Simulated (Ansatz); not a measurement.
# AlAsH₂+ (quartet): from Hartree-Fock to the top rungs, cc-pVDZ

One table from this session's results is given with a row withheld; the runs are named, their logs left out.

Program: Ansatz 0.2.0, Gaussian basis. Level of theory: cc-pVDZ, core rule «outside noble gas», up to 19 orbitals frozen. These are calculated values, not measurements.

The runs, in order: UHF; CCSD(T) on ROHF; CCSD(T) on UHF; BCCD(T) on ROHF; CISD; CCSDT(Q) on ROHF; CCSDT(Q) on UHF; CCSDTQ on ROHF.

14 further runs of the same task are left out: 10 for a known fault of the program, 4 set aside as unsound or not needed.

## The system

The geometry is a PBE0/def2-TZVP stationary point (not a proven minimum) of the parent state, kept for this charge and spin. No spin-orbit coupling is included. The filled d shell of As may be among the frozen orbitals whatever the setting's name suggests; the logs give the count.

4 atoms, charge 1, spin multiplicity 4.

Atoms are counted from 1 here; the program's logs count them from 0.

Bond lengths: Al1–As2 2.466 Å, Al1–H3 1.609 Å, As2–H4 1.527 Å. Angles: As2–Al1–H3 114.8°, Al1–As2–H4 93.0°.

Set-up of the first run:

in.yaml reads:

```yaml
crystal:
  periodic: [false, false, false]
  atoms:
    - {symbol: Al, position_ang: [0.000000, -0.143301, 1.790435]}
    - {symbol: As, position_ang: [0.000000, 0.054308, -0.667817]}
    - {symbol: H, position_ang: [0.000000, 1.258720, 2.580257]}
    - {symbol: H, position_ang: [0.000000, -1.459507, -0.868621]}
basis:
  gaussian: {orbitals: cc-pVDZ}
total_charge: 1
magnetization: {spin_polarized: true, initial_magnetization: 3}
hamiltonian: {xc: hf}
output: {orbitals: {seedname: orbitals}}
```

The run is started by

```console
ansatz run in.yaml --threads 1 --pin off --events-out ev --progress --plain --max-ram 4096MiB --backend cpu
```

Steps of the session up to this table: UHF; CCSD(T) on ROHF; CCSD(T) on UHF; BCCD(T) on ROHF; CISD; CCSDT(Q) on ROHF; CCSDT(Q) on UHF; CCSDTQ on ROHF.

One of the session's tables, all rows but one given; the rest of the session is left out.

| method | from RCCSDTQ (kcal/mol) |
| --- | --- |
| ROHF | +97.01 |
| UHF | +93.07 |
| RMP2 | +24.31 |
| UMP2 | +23.67 |
| CISD | +8.84 |
| RCCSD | +3.33 |
| UCCSD | +2.98 |
| RCCSD(T) | +0.86 |
| UCCSD(T) | +0.64 |
| BCCD(T) | +0.81 |
| RCCSDT | +0.12 |
| UCCSDT | -0.08 |
| RCCSDT(Q) | +0.02 |
| UCCSDT(Q) | ? |
| RCCSDTQ | 0 |

Q: Estimate the row for UCCSDT(Q) from the others.

**Answer.** from RCCSDTQ (kcal/mol): -0.18. In the column «from RCCSDTQ (kcal/mol)» it is the lowest.

Caveats from the session: Restricted and unrestricted rows rest on different reference determinants; where their highest levels disagree by more than a few hundredths of an eV, they describe different states and don't form one ladder.
